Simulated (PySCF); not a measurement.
# H2O2Zn: the cost of one run

Computed with PySCF 2.14.0; each step states its level. No surroundings beyond the atoms listed, unless a continuum is named. Atoms count from 0, parts from 1.

### Step 1. Starting point

Each species was relaxed by itself at PBE0-D3(BJ)/def2-SVPD.

### Step 2. Energies of the species: wB97M-D3(BJ)/def2-TZVPD

What the job is given:

```
{"job": {"kind": "react", "xc": "wB97M-D3(BJ)", "basis": "def2-TZVPD"}, "charge": 0, "multiplicity": 1}
-1 ClHOZn charge 0 multiplicity 1
O     -0.330380     0.759450     1.020420
Zn     0.280400    -0.356490    -0.217560
Cl     1.111390    -1.737240    -1.582060
H     -1.061420     1.334280     0.779200

-1 H2O charge 0 multiplicity 1
O      0.001200     0.389390    -0.002330
H      0.762300    -0.197030     0.000830
H     -0.763490    -0.192320     0.001550

+1 H2O2Zn charge 0 multiplicity 1
O     -0.244330    -0.541880    -1.702120
Zn    -0.199430    -0.076380     0.009530
O     -0.405660     0.288010     1.734050
H      0.515180    -0.339680    -2.252910
H      0.334240     0.669940     2.211460

+1 ClH charge 0 multiplicity 1
Cl     0.644710    -0.006130    -0.000640
H     -0.643480     0.002900     0.001740
```

With the program's defaults for keys left out, this is: wB97M-D3(BJ)/def2-TZVPD reaction energy of separated species, gas phase.

On the command line:

```bash
$ OMP_NUM_THREADS=1 python cluster_run.py task.json out
```

This one command runs all jobs of the session in turn.

**Question.** How long does this first job take on 1 thread of Arm Neoverse V2, shared host, and how much memory does it need?

About 16 s, with a peak of 0.54 GiB.
